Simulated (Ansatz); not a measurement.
# CH9GaN2Si: the cost of one run

All numbers below are computed with Ansatz 0.2.0 (RHF/def2-SVP).

## 1. Starting point

Bond lengths: C1–N2 1.411 Å, N2–Si3 1.779 Å, Ga4–N5 1.574 Å, C1–H6 1.117 Å, C1–H7 1.161 Å, C1–H8 1.083 Å, N2–H9 1.014 Å, Si3–H10 1.508 Å, Si3–H11 1.494 Å, Ga4–H12 1.222 Å, N5–H13 1.018 Å, N5–H14 1.063 Å. Angles (14 of 16 angles, heavy atoms first): C1–N2–Si3 106.8°, C1–N2–H9 109.6°, Si3–N2–H9 107.5°, N2–C1–H6 113.1°, N2–C1–H7 107.5°, N2–C1–H8 113.5°, N2–Si3–H10 109.2°, N2–Si3–H11 110.2°, Ga4–N5–H13 144.5°, Ga4–N5–H14 97.5°, N5–Ga4–H12 112.0°, H6–C1–H7 103.2°, H6–C1–H8 112.8°, H7–C1–H8 105.7°.

Coordinates:

```xyz
14

C    -1.2983    1.1241    0.3791
N     0.0853    1.2746    0.6108
Si    0.6699   -0.2739    1.2630
Ga   -0.0561   -2.0942   -0.9869
N     0.8673   -1.2069   -1.9022
H    -1.8903    1.0041    1.3189
H    -1.6908    2.1268   -0.0556
H    -1.5316    0.3710   -0.3637
H     0.5631    1.4349   -0.2695
H     2.1720   -0.2250    1.3843
H     0.1308   -0.4917    2.6396
H     0.1266   -1.8712    0.2001
H     1.7238   -0.6570   -1.9314
H     0.1154   -0.5446   -2.2574
```

## 2. End point A

The input, input.yaml:

```yaml
crystal:
  periodic: [false, false, false]
  atoms:
    - { symbol: C, position_ang: [-1.2983, 1.1241, 0.3791] }
    - { symbol: "N", position_ang: [0.0853, 1.2746, 0.6108] }
    - { symbol: Si, position_ang: [0.6699, -0.2739, 1.263] }
    - { symbol: Ga, position_ang: [-0.0561, -2.0942, -0.9869] }
    - { symbol: "N", position_ang: [0.8673, -1.2069, -1.9022] }
    - { symbol: H, position_ang: [-1.8903, 1.0041, 1.3189] }
    - { symbol: H, position_ang: [-1.6908, 2.1268, -0.0556] }
    - { symbol: H, position_ang: [-1.5316, 0.371, -0.3637] }
    - { symbol: H, position_ang: [0.5631, 1.4349, -0.2695] }
    - { symbol: H, position_ang: [2.172, -0.225, 1.3843] }
    - { symbol: H, position_ang: [0.1308, -0.4917, 2.6396] }
    - { symbol: H, position_ang: [0.1266, -1.8712, 0.2001] }
    - { symbol: H, position_ang: [1.7238, -0.657, -1.9314] }
    - { symbol: H, position_ang: [0.1154, -0.5446, -2.2574] }
basis:
  gaussian: { orbitals: def2-SVP }
hamiltonian:
  xc: hf
relax:
  f_tol: 0.02
  max_steps: 50
output:
  orbitals: {}
```

Started as:

```console
$ ansatz run input.yaml --threads 2 --pin off --max-ram 3072MiB --backend cpu --events-out ev --progress --plain --runs-dir out
```

**Question.** How long does this run take on 2 threads of Arm Neoverse V2, shared host, and how much memory does it need?

About 65 s, with a peak of 0.35 GiB.
